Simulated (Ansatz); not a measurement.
# BClH2Te (SMILES ClB[TeH]): single points off equilibrium

The atoms stand at a structure displaced at random from a GFN2-xTB minimum. How far do the functionals agree with CCSD(T) there?

Computed with Ansatz 0.2.0, Gaussian basis. Level: single points in def2-TZVPP.

Correlated methods freeze the cores. Filled d shells of the heavier atoms are correlated. Core potentials replace the inner electrons past krypton, and spin-orbit coupling is left out.

**1. The starting structure**

SMILES `ClB[TeH]`, 5 atoms, charge 0, spin multiplicity 1.

Atoms are counted from 1 here; the program's logs count them from 0.

Bond lengths: Cl1–B2 1.744 Å, B2–Te3 2.247 Å, B2–H4 1.273 Å, Te3–H5 1.664 Å. Angles: Cl1–B2–Te3 121.3°, Cl1–B2–H4 123.5°, Te3–B2–H4 115.2°, B2–Te3–H5 92.6°.

Geometry (Å):

```xyz
5
charge 0, multiplicity 1
Cl   -1.1647    0.6449    1.3067
B    -0.5746   -0.4705    0.1032
Te    1.3769   -0.1211   -0.9545
H    -1.2154   -1.5050   -0.2704
H     1.5747    1.3767   -0.2577
```

**2. CCSD(T)/def2-TZVPP**

Input file run/in.yaml:

```yaml
crystal:
  periodic: [false, false, false]
  atoms:
    - {symbol: Cl, position_ang: [-1.164700, 0.644900, 1.306700]}
    - {symbol: B, position_ang: [-0.574600, -0.470500, 0.103200]}
    - {symbol: Te, position_ang: [1.376900, -0.121100, -0.954500]}
    - {symbol: H, position_ang: [-1.215400, -1.505000, -0.270400]}
    - {symbol: H, position_ang: [1.574700, 1.376700, -0.257700]}
basis:
  gaussian: {orbitals: def2-TZVPP}
correlation: {method: ccsd_t}
output: {forces: true}
```

The command line of these runs was not kept.

**3. PBE0-D4/def2-TZVPP**

run/in.yaml: that of step 2 with these lines changed.

```diff
@@ -10,3 +10,3 @@
   gaussian: {orbitals: def2-TZVPP}
-correlation: {method: ccsd_t}
-output: {forces: true}
+hamiltonian: {xc: pbe0, dispersion: d4}
+output: {forces: true, orbitals: {seedname: orbitals}}
```

**4. wB97M-V/def2-TZVPP**

run/in.yaml: that of step 3 with these lines changed.

```diff
@@ -10,3 +10,3 @@
   gaussian: {orbitals: def2-TZVPP}
-hamiltonian: {xc: pbe0, dispersion: d4}
-output: {forces: true, orbitals: {seedname: orbitals}}
+hamiltonian: {xc: {name: wB97M-V}}
+output: {forces: true}
```

**5. r2SCAN-D4/def2-TZVPP**

run/in.yaml: that of step 4 with these lines changed.

```diff
@@ -10,3 +10,3 @@
   gaussian: {orbitals: def2-TZVPP}
-hamiltonian: {xc: {name: wB97M-V}}
+hamiltonian: {xc: r2scan, dispersion: d4}
 output: {forces: true}
```

**6. PBE-D4/def2-TZVPP**

run/in.yaml: that of step 5 with these lines changed.

```diff
@@ -10,3 +10,3 @@
   gaussian: {orbitals: def2-TZVPP}
-hamiltonian: {xc: r2scan, dispersion: d4}
+hamiltonian: {xc: pbe, dispersion: d4}
 output: {forces: true}
```

**7. SPW92/def2-TZVPP**

run/in.yaml: that of step 6 with these lines changed.

```diff
@@ -10,3 +10,3 @@
   gaussian: {orbitals: def2-TZVPP}
-hamiltonian: {xc: pbe, dispersion: d4}
+hamiltonian: {xc: lda}
 output: {forces: true}
```

**8. wB97X-V/def2-TZVPP**

run/in.yaml: that of step 7 with these lines changed.

```diff
@@ -10,3 +10,3 @@
   gaussian: {orbitals: def2-TZVPP}
-hamiltonian: {xc: lda}
+hamiltonian: {xc: {name: wB97X-V}}
 output: {forces: true}
```

(Steps that only read results are left out.)

Before running it: what results should come out? Wanted: energy less free atoms, CCSD(T)/def2-TZVPP; RMS force component; RMS force error; HOMO and LUMO, PBE0-D4; T1 diagnostic.

As calculated:

```
                                  quantity                                                                                         value
energy less free atoms, CCSD(T)/def2-TZVPP                                                                               -330.3 kcal/mol
                       RMS force component                                                          0.616 to 0.746 eV/Å over the methods
                           RMS force error  PBE0-D4 0.097, wB97M-V 0.058, r2SCAN-D4 0.087, PBE-D4 0.175, SPW92 0.241, wB97X-V 0.053 eV/Å
                    HOMO and LUMO, PBE0-D4                                                                            -6.94 and -1.82 eV
                             T1 diagnostic                                                                                         0.014
```

What this shows: Against CCSD(T) the functionals' energies less atoms differ by -65.1 to -8.6 kcal/mol, PBE-D4 by -20.2 kcal/mol. The reference is not at the basis limit: in triple zeta CCSD(T) underbinds, which counts against methods that bind more; the gaps are no ranking. The forces of wB97X-V come nearest to CCSD(T), those of SPW92 are farthest. Frozen-core CCSD(T) forces in triple zeta carry basis errors of their own, and this is one geometry, so small gaps rank nothing.
